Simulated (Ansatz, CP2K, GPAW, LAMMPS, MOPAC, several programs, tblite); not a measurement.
## HgTe (zincblende) from semi-empirical methods to plane-wave DFT

Zincblende HgTe, relaxed with r2SCAN in Ansatz, was computed with several methods. The symmetry is F-43m (No. 216, cubic); conventional cell a = 6.578 Å, 35.58 Å³ an atom. Hg is surrounded by 4 Te at 2.85 Å; Te is surrounded by 4 Hg at 2.85 Å. No spin polarisation and no zero-point or thermal motion.

```
Hg Te
1.0
     0.00000    3.28916    3.28916
     3.28916    0.00000    3.28916
     3.28916    3.28916    0.00000
Hg Te
1 1
Direct
  0.00000 0.00000 0.00000
  0.25000 0.25000 0.25000
```

Gaps and times are for a single point on this cell; volume and bulk modulus come from each method's own relaxation or energy curve at fixed shape. Times are rough, from shared hosts (Arm Neoverse V2), and each method has its own mesh and cell size. A star marks a curve whose lowest point is an end point. PM6 (MOPAC), PM7 (MOPAC), GFN1-xTB (tblite), GFN2-xTB (tblite) treat a cluster of cells at its zone centre, which samples few k points: where these miss a band edge, the gap comes out too large for that reason alone. Gaps from k meshes are read at a limited set of points (mesh, symmetry points, PBE's band edges), so each method's own least gap may be somewhat smaller. Force fields have no electrons; where one was fitted to this phase, its volume and modulus reflect the fit. xTB and the PM methods were fitted mostly to molecules, and can miss a solid's gap by electronvolts. Minimal bases can be far off for gaps. d marks a direct gap, i an indirect one (no mark: not told apart), a dash a value that wasn't computed or didn't pass its checks.

| method | kind | gap (eV) | own volume (Å³/atom) | bulk modulus (GPa) | atoms computed | processor time |
| --- | --- | --- | --- | --- | --- | --- |
| CdTeZnSeHgS0.sw (LAMMPS) | force field | – | 33.70 | 42 | 2 | 0.12 s |
| light PBE (260 eV and a coarse mesh) | light plane-wave | 0 | – | – | 2 | 1.2 s |
| GFN1-xTB (tblite) | tight binding | 0 | – | – | 64 | 1.6 s |
| PM6 (MOPAC) | semi-empirical | 7.62 | – | – | 64 | 1.7 s |
| PM7 (MOPAC) | semi-empirical | 8.11 | 31.80* | 126* | 64 | 1.7 s |
| PBE | semilocal | 0 | 36.79 | 34 | 2 | 3 s |
| GFN2-xTB (tblite) | tight binding | 0 | – | – | 64 | 3.1 s |
| PBE/single zeta (GPAW) | small basis | 0 | – | – | 2 | 4.2 s |
| PBE/SZV (CP2K) | small basis | 0 | 39.14* | 35* | 2 | 5.1 s |
| r2SCAN | semilocal | 0 | 35.58 | 40 | 2 | 6.9 s |
| PBE/DZVP (CP2K) | small basis | 0 | 37.55 | 34 | 2 | 14 s |

Volumes against r2SCAN's: CdTeZnSeHgS0.sw (LAMMPS) -5.3 %, PBE +3.4 %, PBE/DZVP (CP2K) +5.5 %.

With PBE and r2SCAN the bands overlap or touch, or nearly. Semilocal functionals can close a real gap, so this doesn't show a metal; small gaps of other methods may in turn close between the points read or with spin-orbit coupling, and the solid may be a semimetal.

Spin-orbit coupling is left out; in compounds of Pb, Bi, Tl or Hg it can lower a gap by up to about 1 eV, split its edges or invert the bands.
